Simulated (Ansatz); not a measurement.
Born–Oppenheimer molecular dynamics of a periodic cell of 25 atoms, Li$_{5}$Fe$_{2}$P$_{2}$C$_{2}$O$_{14}$ (host Li5Fe2P2C2O14, host structure Pm). It goes on from the last frame of an earlier run, with new velocities.

Level of theory: Ansatz 0.2.0, DFT LDA, scalar-relativistic, plane waves, PAW. Settings: accuracy low, cutoff 420 eV, k mesh 2x2x2, fermi-dirac smearing 0.05 eV, spin collinear.

* ensemble: NVE (velocity Verlet)
* time step: 1 fs
* steps asked: 80
* starting velocities drawn for: 1440 K
* seed: 267546

Frames 2 fs apart, positions in Å, forces in eV/Å.

Velocities at 50 fs (Å/ps):

```
Li 20.63 -18.19 -20.73
Li -7.22 14.36 -13.73
Li 13.97 14.64 4.36
Li 15.81 -13.93 4.87
Li 1.00 13.24 -0.20
Fe 0.43 -6.10 -1.07
Fe -3.37 -0.02 2.68
P 3.80 0.60 -6.84
P -6.28 -7.43 -5.15
C -12.67 -11.28 -4.01
C 12.66 -7.40 8.44
O 7.97 -1.96 6.87
O -6.21 2.00 -2.41
O 1.22 8.26 3.92
O -6.81 -11.07 -0.54
O 8.24 8.15 6.85
O -5.45 -1.20 0.75
O 0.02 7.55 2.78
O -3.00 -0.43 5.60
O -10.26 5.19 -4.13
O -5.36 6.23 13.64
O 13.54 10.65 1.13
O 4.88 5.86 -7.66
O 7.43 -2.02 -0.77
O -10.30 7.02 -0.73
```

```xyz
25
Lattice="5.0974 0.0000 0.0000 0.0000 6.5614 0.0000 -0.7098 0.0000 8.4894" Properties=species:S:1:pos:R:3:forces:R:3 time_fs=50 energy_less_start_eV=1.210 T=1053
Li 3.723 2.024 2.808 -0.21 -0.03 -0.51
Li 3.468 4.981 2.121 0.27 -0.38 0.20
Li 0.541 5.149 5.806 0.15 0.03 -0.15
Li 0.701 2.183 6.832 0.46 0.01 -0.17
Li 3.324 0.431 8.011 0.21 -0.03 -0.37
Fe 0.808 0.041 2.598 0.22 -0.60 0.71
Fe 3.420 3.269 5.623 0.38 -0.44 0.08
P 0.951 3.321 3.554 2.62 1.38 0.91
P 3.239 -0.032 4.907 0.32 -2.10 1.00
C 1.673 -0.232 0.121 -2.85 0.35 7.58
C 3.203 3.307 8.175 3.06 -3.84 -0.04
O 0.395 -0.348 0.519 0.61 0.41 -1.76
O 3.882 3.125 0.933 -0.91 1.37 -0.94
O 2.405 -0.289 1.260 0.44 -0.15 -1.03
O 0.527 1.998 2.996 -0.82 -1.28 -1.77
O 0.543 4.608 2.818 -0.36 -1.16 0.14
O 3.958 0.041 3.517 0.94 0.45 1.02
O 2.532 3.276 3.671 0.50 -0.01 0.30
O 1.816 -0.165 4.425 -2.18 0.10 0.39
O 0.510 3.312 5.028 -1.28 0.52 1.04
O 3.541 5.140 5.770 0.68 2.30 -1.68
O 3.473 1.016 6.037 0.25 0.32 -2.05
O 2.259 3.435 7.331 -1.24 0.65 0.09
O 1.425 0.204 7.606 0.70 0.44 -3.83
O 4.362 2.916 7.513 -1.98 1.71 0.83
25
Lattice="5.0974 0.0000 0.0000 0.0000 6.5614 0.0000 -0.7098 0.0000 8.4894" Properties=species:S:1:pos:R:3:forces:R:3 time_fs=52 energy_less_start_eV=0.960 T=1132
Li 3.764 1.988 2.765 -0.47 0.08 -0.36
Li 3.454 5.009 2.095 0.30 -0.44 0.30
Li 0.569 5.178 5.814 0.14 -0.01 -0.16
Li 0.734 2.155 6.842 0.24 0.14 -0.12
Li 3.326 0.457 8.010 0.13 -0.12 -0.44
Fe 0.809 0.029 2.596 0.35 -0.46 0.90
Fe 3.414 3.269 5.629 0.37 -0.40 0.03
P 0.960 3.322 3.541 1.99 0.57 1.49
P 3.226 -0.048 4.897 1.04 -1.19 2.17
C 1.645 -0.253 0.124 -0.31 1.66 5.85
C 3.232 3.287 8.191 1.27 -2.79 -2.11
O 0.411 -0.351 0.530 -0.59 0.16 -1.92
O 3.869 3.131 0.927 -0.71 1.01 0.26
O 2.408 -0.273 1.267 0.19 -0.27 -1.20
O 0.512 1.975 2.993 -0.23 -0.17 -1.42
O 0.559 4.623 2.832 -0.46 -1.26 -0.20
O 3.948 0.039 3.519 0.96 0.31 0.75
O 2.533 3.291 3.677 0.53 -0.24 0.12
O 1.807 -0.166 4.437 -2.52 0.08 0.30
O 0.488 3.323 5.021 -1.05 0.43 0.56
O 3.531 5.156 5.795 0.69 2.14 -1.87
O 3.500 1.038 6.037 -0.07 -0.28 -2.64
O 2.267 3.448 7.316 -0.71 0.34 0.91
O 1.441 0.201 7.600 -0.44 -0.43 -2.08
O 4.339 2.932 7.513 -0.64 1.13 0.88
25
Lattice="5.0974 0.0000 0.0000 0.0000 6.5614 0.0000 -0.7098 0.0000 8.4894" Properties=species:S:1:pos:R:3:forces:R:3 time_fs=54 energy_less_start_eV=0.961 T=1131
Li 3.801 1.952 2.720 -0.73 0.16 -0.25
Li 3.442 5.034 2.069 0.34 -0.52 0.39
Li 0.598 5.207 5.822 0.13 0.00 -0.14
Li 0.768 2.128 6.850 0.11 0.20 -0.10
Li 3.329 0.483 8.006 0.01 -0.22 -0.54
Fe 0.810 0.016 2.595 0.42 -0.28 1.20
Fe 3.407 3.269 5.634 0.34 -0.37 -0.04
P 0.972 3.325 3.529 1.25 -0.24 2.03
P 3.215 -0.065 4.890 1.43 -0.40 2.89
C 1.615 -0.269 0.147 2.96 2.94 3.08
C 3.266 3.257 8.200 -0.90 -1.36 -3.13
O 0.426 -0.354 0.537 -2.39 -0.09 -1.63
O 3.854 3.139 0.922 -0.51 0.62 1.22
O 2.411 -0.257 1.270 -0.02 -0.36 -1.15
O 0.497 1.951 2.986 0.42 0.89 -1.07
O 0.574 4.635 2.845 -0.53 -1.29 -0.54
O 3.941 0.038 3.524 0.92 0.15 0.49
O 2.535 3.305 3.683 0.52 -0.42 0.00
O 1.792 -0.167 4.449 -2.53 0.07 0.27
O 0.464 3.335 5.015 -0.77 0.33 0.07
O 3.523 5.176 5.816 0.70 1.85 -1.98
O 3.527 1.058 6.030 -0.36 -0.63 -2.92
O 2.274 3.461 7.303 -0.44 -0.03 1.35
O 1.455 0.196 7.589 -1.70 -1.32 -0.04
O 4.315 2.951 7.514 1.30 0.32 0.55
25
Lattice="5.0974 0.0000 0.0000 0.0000 6.5614 0.0000 -0.7098 0.0000 8.4894" Properties=species:S:1:pos:R:3:forces:R:3 time_fs=56 energy_less_start_eV=1.243 T=1042
Li 3.835 1.917 2.674 -0.97 0.23 -0.19
Li 3.433 5.057 2.046 0.41 -0.62 0.47
Li 0.628 5.236 5.828 0.12 0.01 -0.11
Li 0.803 2.103 6.858 0.03 0.22 -0.11
Li 3.333 0.507 7.999 -0.09 -0.32 -0.64
Fe 0.812 0.003 2.594 0.42 -0.10 1.52
Fe 3.401 3.268 5.639 0.31 -0.36 -0.18
P 0.985 3.328 3.521 0.49 -0.89 2.47
P 3.206 -0.083 4.887 1.44 0.34 3.12
C 1.594 -0.276 0.179 5.72 3.65 0.59
C 3.297 3.223 8.200 -3.51 0.22 -2.36
O 0.435 -0.358 0.540 -4.21 -0.29 -1.08
O 3.837 3.148 0.920 -0.25 0.26 1.37
O 2.414 -0.243 1.271 -0.17 -0.36 -0.95
O 0.484 1.929 2.977 1.06 1.72 -0.75
O 0.588 4.644 2.857 -0.58 -1.28 -0.85
O 3.935 0.037 3.530 0.80 -0.02 0.28
O 2.538 3.318 3.689 0.50 -0.55 -0.07
O 1.772 -0.167 4.462 -2.13 0.09 0.30
O 0.437 3.348 5.010 -0.46 0.21 -0.34
O 3.517 5.201 5.832 0.71 1.41 -1.97
O 3.553 1.078 6.016 -0.62 -0.79 -2.95
O 2.279 3.474 7.294 -0.42 -0.41 1.42
O 1.465 0.188 7.579 -2.45 -1.74 1.32
O 4.294 2.970 7.517 3.83 -0.63 -0.33
25
Lattice="5.0974 0.0000 0.0000 0.0000 6.5614 0.0000 -0.7098 0.0000 8.4894" Properties=species:S:1:pos:R:3:forces:R:3 time_fs=58 energy_less_start_eV=1.530 T=951
Li 3.864 1.883 2.627 -1.17 0.28 -0.15
Li 3.425 5.075 2.026 0.49 -0.73 0.53
Li 0.658 5.266 5.834 0.09 0.02 -0.07
Li 0.838 2.078 6.866 -0.04 0.23 -0.14
Li 3.336 0.530 7.989 -0.12 -0.42 -0.71
Fe 0.813 -0.010 2.595 0.33 0.07 1.78
Fe 3.395 3.267 5.645 0.36 -0.36 -0.36
P 0.999 3.329 3.515 -0.26 -1.32 2.77
P 3.199 -0.101 4.888 1.14 1.15 2.87
C 1.592 -0.272 0.213 6.42 3.72 -1.13
C 3.316 3.190 8.192 -5.94 1.65 -0.50
O 0.434 -0.362 0.541 -4.66 -0.33 -0.74
O 3.821 3.158 0.921 0.05 -0.09 0.81
O 2.417 -0.229 1.270 -0.15 -0.29 -0.58
O 0.472 1.912 2.966 1.63 2.30 -0.49
O 0.600 4.649 2.867 -0.58 -1.26 -1.11
O 3.932 0.036 3.536 0.61 -0.19 0.14
O 2.543 3.331 3.695 0.49 -0.64 -0.07
O 1.746 -0.167 4.476 -1.40 0.12 0.39
O 0.410 3.361 5.003 -0.15 0.10 -0.65
O 3.512 5.229 5.843 0.72 0.79 -1.79
O 3.578 1.095 5.996 -0.86 -0.84 -2.79
O 2.284 3.486 7.288 -0.50 -0.77 1.33
O 1.470 0.176 7.571 -2.67 -1.76 2.07
O 4.282 2.988 7.519 6.17 -1.41 -1.40
25
Lattice="5.0974 0.0000 0.0000 0.0000 6.5614 0.0000 -0.7098 0.0000 8.4894" Properties=species:S:1:pos:R:3:forces:R:3 time_fs=60 energy_less_start_eV=1.527 T=951
Li 3.886 1.851 2.579 -1.30 0.33 -0.11
Li 3.420 5.090 2.009 0.59 -0.82 0.58
Li 0.689 5.295 5.840 0.02 0.00 -0.02
Li 0.872 2.055 6.872 -0.13 0.25 -0.18
Li 3.338 0.550 7.974 -0.05 -0.50 -0.76
Fe 0.815 -0.022 2.597 0.15 0.19 1.93
Fe 3.390 3.266 5.650 0.53 -0.37 -0.55
P 1.012 3.328 3.513 -0.95 -1.53 2.89
P 3.192 -0.117 4.892 0.65 2.10 2.18
C 1.609 -0.255 0.244 4.36 3.23 -2.27
C 3.317 3.162 8.183 -6.55 2.56 0.60
O 0.423 -0.367 0.539 -3.05 -0.10 -0.74
O 3.804 3.168 0.924 0.26 -0.43 0.07
O 2.420 -0.215 1.267 0.17 -0.15 0.03
O 0.465 1.900 2.954 2.07 2.65 -0.28
O 0.611 4.652 2.874 -0.54 -1.25 -1.30
O 3.930 0.035 3.542 0.37 -0.37 0.06
O 2.548 3.341 3.701 0.48 -0.71 -0.02
O 1.716 -0.167 4.491 -0.51 0.14 0.51
O 0.382 3.374 4.995 0.16 -0.01 -0.84
O 3.509 5.259 5.850 0.75 -0.05 -1.38
O 3.601 1.111 5.968 -1.09 -0.83 -2.52
O 2.287 3.497 7.285 -0.56 -1.11 1.25
O 1.468 0.160 7.568 -2.49 -1.52 2.43
O 4.285 3.003 7.518 6.67 -1.69 -1.56
25
Lattice="5.0974 0.0000 0.0000 0.0000 6.5614 0.0000 -0.7098 0.0000 8.4894" Properties=species:S:1:pos:R:3:forces:R:3 time_fs=62 energy_less_start_eV=1.316 T=1018
Li 3.901 1.821 2.530 -1.31 0.36 -0.05
Li 3.418 5.101 1.994 0.68 -0.88 0.63
Li 0.720 5.325 5.846 -0.09 -0.06 0.03
Li 0.906 2.033 6.878 -0.27 0.29 -0.21
Li 3.340 0.568 7.955 0.09 -0.56 -0.79
Fe 0.818 -0.035 2.600 -0.08 0.27 1.96
Fe 3.385 3.264 5.654 0.82 -0.41 -0.70
P 1.025 3.326 3.514 -1.54 -1.57 2.84
P 3.187 -0.131 4.899 0.12 3.20 1.14
C 1.641 -0.228 0.268 0.81 2.27 -3.24
C 3.297 3.142 8.175 -4.66 2.96 0.20
O 0.404 -0.371 0.536 -0.56 0.35 -0.77
O 3.787 3.177 0.927 0.32 -0.71 -0.53
O 2.423 -0.203 1.265 0.82 0.05 0.96
O 0.462 1.894 2.941 2.33 2.80 -0.11
O 0.620 4.652 2.878 -0.47 -1.25 -1.43
O 3.929 0.033 3.549 0.12 -0.53 0.01
O 2.555 3.350 3.707 0.44 -0.76 0.05
O 1.686 -0.167 4.506 0.38 0.18 0.60
O 0.355 3.388 4.986 0.46 -0.12 -0.92
O 3.507 5.289 5.853 0.81 -1.08 -0.73
O 3.621 1.124 5.934 -1.32 -0.77 -2.17
O 2.289 3.504 7.285 -0.57 -1.39 1.21
O 1.460 0.140 7.571 -2.02 -1.09 2.44
O 4.304 3.013 7.513 4.70 -1.55 -0.45
25
Lattice="5.0974 0.0000 0.0000 0.0000 6.5614 0.0000 -0.7098 0.0000 8.4894" Properties=species:S:1:pos:R:3:forces:R:3 time_fs=64 energy_less_start_eV=1.218 T=1049
Li 3.908 1.792 2.481 -1.20 0.38 0.03
Li 3.420 5.106 1.984 0.75 -0.91 0.66
Li 0.751 5.354 5.851 -0.24 -0.16 0.09
Li 0.939 2.012 6.883 -0.45 0.33 -0.23
Li 3.342 0.583 7.933 0.26 -0.60 -0.78
Fe 0.820 -0.048 2.604 -0.29 0.32 1.91
Fe 3.380 3.263 5.658 1.18 -0.45 -0.83
P 1.035 3.322 3.519 -1.98 -1.46 2.62
P 3.182 -0.140 4.907 -0.35 4.30 -0.10
C 1.674 -0.194 0.281 -2.45 1.06 -3.80
C 3.262 3.132 8.168 -1.62 3.04 -0.55
O 0.383 -0.376 0.531 1.40 0.87 -0.62
O 3.772 3.184 0.929 0.25 -0.90 -0.99
O 2.428 -0.189 1.264 1.48 0.27 1.88
O 0.465 1.895 2.928 2.41 2.79 0.01
O 0.629 4.648 2.879 -0.37 -1.26 -1.49
O 3.929 0.029 3.556 -0.11 -0.66 -0.02
O 2.563 3.357 3.713 0.36 -0.80 0.16
O 1.656 -0.166 4.524 1.16 0.22 0.64
O 0.328 3.401 4.973 0.73 -0.21 -0.89
O 3.508 5.316 5.855 0.90 -2.17 0.08
O 3.638 1.136 5.896 -1.53 -0.68 -1.75
O 2.290 3.509 7.288 -0.65 -1.53 1.10
O 1.447 0.117 7.579 -1.34 -0.50 1.98
O 4.334 3.020 7.507 1.72 -1.30 0.90
25
Lattice="5.0974 0.0000 0.0000 0.0000 6.5614 0.0000 -0.7098 0.0000 8.4894" Properties=species:S:1:pos:R:3:forces:R:3 time_fs=66 energy_less_start_eV=1.306 T=1021
Li 3.909 1.766 2.432 -1.01 0.39 0.12
Li 3.426 5.106 1.977 0.77 -0.91 0.67
Li 0.780 5.382 5.858 -0.40 -0.28 0.16
Li 0.969 1.994 6.886 -0.62 0.38 -0.26
Li 3.346 0.594 7.905 0.42 -0.62 -0.73
Fe 0.821 -0.060 2.610 -0.43 0.33 1.80
Fe 3.376 3.260 5.662 1.54 -0.46 -0.98
P 1.043 3.316 3.528 -2.23 -1.24 2.26
P 3.177 -0.144 4.915 -0.68 5.11 -1.28
C 1.701 -0.157 0.282 -4.44 -0.24 -3.02
C 3.222 3.131 8.159 1.18 2.84 -0.55
O 0.366 -0.378 0.525 2.48 1.33 -0.39
O 3.757 3.189 0.928 0.12 -0.97 -1.35
O 2.437 -0.176 1.268 1.58 0.49 2.11
O 0.474 1.903 2.915 2.31 2.61 0.09
O 0.636 4.642 2.876 -0.26 -1.22 -1.50
O 3.928 0.024 3.563 -0.30 -0.76 -0.07
O 2.571 3.362 3.719 0.22 -0.81 0.28
O 1.629 -0.164 4.543 1.77 0.29 0.62
O 0.304 3.414 4.959 0.94 -0.30 -0.75
O 3.511 5.338 5.857 0.96 -3.05 0.84
O 3.651 1.146 5.853 -1.70 -0.55 -1.27
O 2.289 3.509 7.293 -0.93 -1.47 0.74
O 1.431 0.093 7.593 -0.49 0.20 0.84
O 4.368 3.024 7.504 -0.77 -1.09 1.65
```

Of the whole run (80 fs, mean temperature of the second half 1023 K): The conserved energy stayed within 0.52 meV per atom of its start (net change 0.42 meV per atom), so the integration is sound. A run of 0.08 ps of so small a system gives no equilibrium averages. No Hubbard correction was used and the magnetic state wasn't searched. Limits of this set-up: coarse k mesh, low accuracy level.

Run time: 28 min on 2 threads of Intel(R) Xeon(R) 6975P-C (Granite Rapids), on a shared host, peak memory 1 GiB.
